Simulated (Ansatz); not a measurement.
# AlGaHS (doublet): the correlation ladder, cc-pVDZ

An exercise on one series of results from a longer session: the logs are not shown, and one member is left open.

Program: Ansatz 0.2.0, Gaussian basis. Level of theory: cc-pVDZ, core rule «outside noble gas», up to 24 orbitals frozen. These are calculated values, not measurements.

To be run: UHF; CCSD(T) on ROHF; CCSD(T) on UHF; BCCD(T) on ROHF; CISD as a restricted active space (open shells left free, so some higher excitations enter); CCSDT(Q) on ROHF; CCSDT(Q) on UHF; CASSCF and MRCISD+Q, 9 electrons in 9 orbitals; CASSCF and NEVPT2, 9 electrons in 9 orbitals.

24 further runs of the same task are left out: 1 for a known fault of the program, 11 that didn't finish, 12 set aside as unsound or not needed. Runs told in other sessions of the task aren't counted.

## What is computed

The geometry is a PBE0/def2-TZVP stationary point (not a proven minimum) of the parent state, kept for this charge and spin. No spin-orbit coupling is included. The filled d shell of Ga may be among the frozen orbitals whatever the setting's name suggests.

4 atoms, charge 0, spin multiplicity 2.

Atoms are counted from 1 here; the program's logs count them from 0.

Bond lengths: Al1–Ga2 2.388 Å, Al1–H4 1.591 Å, Ga2–S3 2.231 Å. Angles: Ga2–Al1–H4 125.8°, Al1–Ga2–S3 161.3°.

Set-up of the first run:

in.yaml

```yaml
crystal:
  periodic: [false, false, false]
  atoms:
    - {symbol: Al, position_ang: [0.000000, 0.272123, 2.378415]}
    - {symbol: Ga, position_ang: [0.000000, -0.163830, 0.030369]}
    - {symbol: S, position_ang: [0.000000, 0.153246, -2.178311]}
    - {symbol: H, position_ang: [0.000000, -0.826862, 3.528768]}
basis:
  gaussian: {orbitals: cc-pVDZ}
magnetization: {spin_polarized: true, initial_magnetization: 1}
hamiltonian: {xc: hf}
output: {orbitals: {seedname: orbitals}}
```

Command:

```
> ansatz run in.yaml --threads 1 --pin off --events-out ev --progress --plain --max-ram 2393MiB
```

Among the steps run: UHF; CCSD(T) on ROHF; CCSD(T) on UHF; BCCD(T) on ROHF; CISD as a restricted active space (open shells left free, so some higher excitations enter); CCSDT(Q) on ROHF; CCSDT(Q) on UHF; CASSCF and MRCISD+Q, 9 electrons in 9 orbitals; CASSCF and NEVPT2, 9 electrons in 9 orbitals.

One table of the session follows, with a row left open; its other results are not shown here.

```
   method  from RCCSDT(Q) (meV)
     ROHF               +7619.0
      UHF               +7551.6
     RMP2               +1329.8
     UMP2               +1336.8
    RCCSD                +474.0
    UCCSD                +469.4
 RCCSD(T)                     ?
 UCCSD(T)                 +78.6
  BCCD(T)                 +82.6
   RCCSDT                 +23.6
   UCCSDT                 +23.0
RCCSDT(Q)                     0
UCCSDT(Q)                 -38.0
```

Estimate the missing values for RCCSD(T).

The run gave: from RCCSDT(Q) (meV): +76.6. In the column «from RCCSDT(Q) (meV)» it lies between RCCSDT (+23.6) and UCCSD(T) (+78.6).

Not comparable, so not listed: CISD as a restricted active space (open shells left free, so some higher excitations enter) (they don't share determinant, frozen orbitals or solution with the rows shown, or repeat one).

To keep in mind: Left out of the table: CASSCF frontier, NEVPT2 frontier, MRCISD frontier, MRCISD+Q frontier (the active space lost an orbital or holds another state than full CI finds). Restricted and unrestricted rows rest on different reference determinants; a gap between their highest levels can come from leftover correlation error, from unlike frozen cores or from another state. Warnings in the runs' records: passed over end.
